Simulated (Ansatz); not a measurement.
# ScInN: the cost of one run

Program: Ansatz 0.2.0. Level of theory: DFT PBE, scalar-relativistic, plane waves, PAW. These are calculated values, not measurements.

## 1. The structure to begin with

The structure is tetragonal, space group P4/mmm (No. 123). The conventional cell has a = 3.822 Å, b = 3.822 Å, c = 3.646 Å, α = 90.00°, β = 90.00°, γ = 90.00°. Sc (site symmetry 4/mmm) has 2 N at 1.82 Å as nearest neighbours. In (site symmetry 4/mmm) has 4 N at 2.70 Å as nearest neighbours. N (site symmetry 4/mmm) has 2 Sc at 1.82 Å as nearest neighbours.

As a file:

```cif
data_structure
_symmetry_space_group_name_H-M 'P4/mmm'
_symmetry_Int_Tables_number 123
_cell_length_a 3.8221
_cell_length_b 3.8221
_cell_length_c 3.6462
_cell_angle_alpha 90.000
_cell_angle_beta 90.000
_cell_angle_gamma 90.000
_cell_volume 53.27
loop_
_atom_site_label
_atom_site_type_symbol
_atom_site_symmetry_multiplicity
_atom_site_Wyckoff_symbol
_atom_site_fract_x
_atom_site_fract_y
_atom_site_fract_z
_atom_site_occupancy
Sc1 Sc 1 a 0.00000 0.00000 0.00000 1
In1 In 1 d 0.50000 0.50000 0.50000 1
N1 N 1 b 0.00000 0.00000 0.50000 1
```

The cell is invented: random cell by space group and Wyckoff sites (P4/mmm, No. 123). Its size is a rough estimate.

## 2. Probe: one point on a coarse mesh

File input.yaml:

```yaml
crystal:
  lattice:
    - [3.82213428, 0.0, 0.0]
    - [0.0, 3.82213428, 0.0]
    - [0.0, 0.0, 3.64620937]
  atoms:
    - { symbol: Sc, position: [0.0, 0.0, 0.0] }
    - { symbol: In, position: [0.5, 0.5, 0.5] }
    - { symbol: "N", position: [0.0, 0.0, 0.5] }
basis:
  ecutwfc: 420
kpoints:
  mp_grid: { grid: [4, 4, 6] }
hamiltonian:
  xc: pbe
scf:
  occupations: { method: gaussian, width: 0.1 }
  lower_state_search: "off"
output:
  forces: true
  stress: true
  eigenvalues: true
```

Command:

```bash
ansatz run input.yaml --threads 1 --pin off --max-ram 2560MiB --backend cpu --events-out ev --progress --plain --runs-dir out
```

Q: Estimate wall time and peak memory on 1 thread of Arm Neoverse V2, shared host.

About 1.5 s, with a peak of 0.32 GiB.
